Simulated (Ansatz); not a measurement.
## Co3W: equation of state with PBEsol

Crystal: Co3W.

```
W Co
1.0
     3.56687    0.00000    0.00000
     0.00000    3.56687    0.00000
     0.00000    0.00000    3.56687
W Co
1 3
Cartesian
  0.0000 0.0000 0.0000
  0.0000 1.7834 1.7834
  1.7834 0.0000 1.7834
  1.7834 1.7834 0.0000
```

The cell comes from a database or a generator and needn't be the stable form of this composition.

| Item | Value |
| --- | --- |
| Program | Ansatz 0.2.0 |
| Task | equation of state |
| Functional | PBEsol |
| Potentials or basis | all-electron LAPW, scalar-relativistic |
| Basis error allowed | 0.001 eV/atom |
| k mesh | 8 × 8 × 8 |
| Occupations | fermi-dirac, width 0.05 eV |
| Spin | collinear spin, ferromagnetic start |
| Starting moments | [0.0, 2.0, 2.0, 2.0] μB |

The equilibrium volume is 11.19 Å³/atom, the bulk modulus is 303 GPa and the pressure derivative of the bulk modulus is 4.5.

Energy against volume, from the lowest point:
| volume (Å³/atom) | energy (meV/atom) |
| --- | --- |
| 10.664 | 24.80 |
| 10.891 | 7.36 |
| 11.118 | 0.00 |
| 11.345 | 1.67 |
| 11.572 | 11.42 |
| 11.799 | 28.38 |
| 12.026 | 51.79 |

All runs of the series together: 3.4 min on 4 threads of Arm Neoverse V2 (shared host).

Caveat: the starting moments weren't kept. The run has no spin-orbit coupling, so splittings on W are missing.
